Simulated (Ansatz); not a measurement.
**FGeH5SSi: a ladder of functionals and wavefunction methods**

One table from this session's results is given with a row withheld; the runs are named, their logs left out.

Program: Ansatz 0.2.0, Gaussian basis. Level of theory: functionals in def2-TZVPP, the program's frozen cores in correlated methods. These are calculated values, not measurements.

Plan: PBE-D4, r2SCAN-D4, PBE0-D4, B3LYP-D4, ωB97X-V, ωB97M-V, B2PLYP; CCSD(T)/def2-TZVPP; MP2/def2-QZVPP; extrapolation to the limit.

### The relaxed structure

All runs share one geometry, relaxed beforehand with PBE0-D4 in a triple-zeta def2 set.

9 atoms, charge 0, spin multiplicity 1.

Atoms are counted from 1 here; the program's logs count them from 0.

Bond lengths: F1–Ge2 1.748 Å, Ge2–Si3 2.389 Å, Ge2–H5 1.541 Å, Ge2–H6 1.541 Å, Si3–S4 2.136 Å, Si3–H7 1.489 Å, Si3–H8 1.483 Å, S4–H9 1.344 Å. Angles: F1–Ge2–Si3 106.9°, F1–Ge2–H5 105.5°, F1–Ge2–H6 105.5°, Si3–Ge2–H5 114.7°, Si3–Ge2–H6 113.2°, H5–Ge2–H6 110.3°, Ge2–Si3–S4 111.5°, Ge2–Si3–H7 108.5°, Ge2–Si3–H8 110.0°, S4–Si3–H7 112.1°, S4–Si3–H8 105.3°, H7–Si3–H8 109.5°, Si3–S4–H9 94.8°.

The first run:

in.yaml reads:

```yaml
crystal:
  periodic: [false, false, false]
  atoms:
    - {symbol: F, position_ang: [-1.446460, 0.946853, -1.757105]}
    - {symbol: Ge, position_ang: [0.046494, 1.092643, -0.858865]}
    - {symbol: Si, position_ang: [0.411168, -1.005431, 0.223912]}
    - {symbol: S, position_ang: [-1.094651, -1.403372, 1.686295]}
    - {symbol: H, position_ang: [1.116669, 1.473586, -1.899423]}
    - {symbol: H, position_ang: [-0.177421, 2.254923, 0.127265]}
    - {symbol: H, position_ang: [1.777389, -1.000338, 0.814854]}
    - {symbol: H, position_ang: [0.302087, -2.109263, -0.760340]}
    - {symbol: H, position_ang: [-0.846874, -0.295900, 2.406409]}
basis:
  gaussian: {orbitals: def2-TZVPP}
hamiltonian: {xc: pbe, dispersion: d4}
output: {forces: true, orbitals: {seedname: orbitals}}
```

Launch:

```
$ ansatz run in.yaml --threads 4 --pin off --events-out ev --progress --plain --max-ram 10444MiB
```

Steps of the session up to this table: PBE-D4 (GGA); r2SCAN-D4 (meta-GGA); PBE0-D4 (hybrid); B3LYP-D4 (hybrid); ωB97X-V (range-separated); ωB97M-V (range-separated); B2PLYP (double hybrid); CCSD(T) in def2-TZVPP; MP2 in def2-QZVPP.

One table of the session follows, with a row left open; its other results are not shown here.

It belongs to the step «Atomisation energies». 

| method | atomisation energy (kJ/mol) |
| --- | --- |
| PBE-D4 | 2636.6 |
| r2SCAN-D4 | ? |
| PBE0-D4 | 2605.9 |
| B3LYP-D4 | 2620.1 |
| ωB97X-V | 2669.4 |
| ωB97M-V | 2636.8 |
| B2PLYP | 2592.5 |
| HF/def2-TZVPP | 1917.2 |
| MP2/def2-TZVPP | 2590.5 |
| CCSD/def2-TZVPP | 2545.7 |
| CCSD(T)/def2-TZVPP | 2581.9 |
| MP2/CBS | 2661.3 |
| CCSD(T)/CBS | 2652.7 |

Estimate the missing values for r2SCAN-D4.

As computed: atomisation energy (kJ/mol): 2648.8. In the column «atomisation energy (kJ/mol)» it lies between ωB97M-V (2636.8) and CCSD(T)/CBS (2652.7).
